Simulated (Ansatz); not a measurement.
Crystal: HfB.

```
Hf B
1.0
     0.00000    2.31000    2.31000
     2.31000    0.00000    2.31000
     2.31000    2.31000    0.00000
Hf B
1 1
Direct
  0.50000 0.50000 0.50000
  0.00000 0.00000 0.00000
```

- Program: Ansatz 0.2.0
- Task: relaxation of cell and atoms
- Functional: BLYP
- Potentials or basis: Ansatz PAW
- Cutoff: 420 eV (not typed: the program's choice for these potentials)
- k mesh: 10 × 10 × 10
- Occupations: fermi-dirac, width 0.05 eV
- Spin: no spin polarisation

At the start: volume 12.33 Å³/atom.

Task: How do energy, volume and symmetry change on relaxing?

Result: It ends after 7 steps and the volume is 14.59 Å³/atom (+18.4 %); space group Fm-3m (No. 225, to 0.05 Å).

The path:
```
step  energy change (eV)  largest force (eV/Å)  volume (Å³)
   1              0.0000                0.0000        24.65
   2             -0.4341                0.0000        28.35
   3             -0.4447                0.0000        28.99
   4             -0.4450                0.0000        29.15
   5             -0.4504                0.0000        29.15
   6             -0.4504                0.0000        29.19
   7             -0.4504                0.0000        29.19
```

Final structure:
```
Hf B
1.0
     0.00000    2.44368    2.44368
     2.44368    0.00000    2.44368
     2.44368    2.44368    0.00000
Hf B
1 1
Direct
  0.50000 0.50000 0.50000
  0.00000 0.00000 0.00000
```

Caveat: the volume moved by over 15 % at a fixed basis, so the end points are rough; the plane-wave basis is chosen anew once the cell has moved, so the energies of steps on either side of that aren't comparable; the PAW data sets come from PBE, with cores solved anew for the run's functional, which leaves a small shift of forces and pressure.
